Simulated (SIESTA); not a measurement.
Hf2Pd2Se2Br2O3 under changes of volume

One of the cells (22.706 Å³/atom); the others are scaled copies at fixed shape and fractional positions:

```xyz
11
Lattice="5.7971 0.0000 0.0000 -2.8986 5.0205 0.0000 0.0000 0.0000 8.5819" Properties=species:S:1:pos:R:3 pbc="T T T"
Hf    0.0000    3.3470    4.6515
Hf    2.8986    1.6735    4.6515
Pd    0.0000    3.3470    1.1054
Pd    2.8986    1.6735    1.1054
Se    0.0000    3.3470    7.3437
Se    2.8986    1.6735    7.3437
Br    0.0000    0.0000    1.1925
Br    0.0000    0.0000    5.6112
O     2.8986    0.0000    3.6871
O    -1.4493    2.5102    3.6871
O     1.4493    2.5102    3.6871
```

The cell was built by a generator and needn't be a form met in nature.

```yaml
Program: SIESTA 5.4.2
Functional: PBE
Potentials_or_basis: PseudoDojo 0.4 standard (PBE files)
Basis: DZP (energy shift 0.003 Ry; two zetas on semicore shells)
Grid_cutoff: 800 Ry
Energy_shift: 0.003 Ry
k_mesh: 6 × 6 × 3
Occupations: fermi-dirac, width 0.05 eV
Spin: no spin polarisation
```

```csv
volume (Å³/atom),energy over the lowest point (meV/atom),pressure (GPa),largest force (eV/Å)
20.926,35.26,7.2,1.681
21.371,18.42,5.0,1.188
21.816,?,?,?
22.706,0.00,-0.3,0.648
23.152,2.84,-1.7,0.595
23.597,9.33,-2.9,0.775
```

What does the run at 21.816 Å³/atom give?

Energy over the lowest point 7.36 meV/atom; pressure 3.1 GPa; largest force 0.988 eV/Å.

Worked out: A Birch-Murnaghan fit of order 3 (a polynomial in V^(-2/3)) to the other rows has its minimum at 22.62 Å³/atom with B0 = V·E''(V) = 77 GPa and B' = 4.5 at fixed shape and positions, which overstates the stiffness. It gives 7.31 meV/atom at 21.816 Å³/atom, against the run's 7.36, and -dE/dV = 3.0 GPa, against 3.1.

Energies are extrapolated to zero smearing.

Caveats: short orbitals over semicore shells can move pressures by several GPa; the basis of atomic orbitals isn't converged, which shifts pressures, moduli and gaps; forces of over 1 eV/Å show positions far from the minimum, so gaps and moduli don't describe the material at rest (some runs).
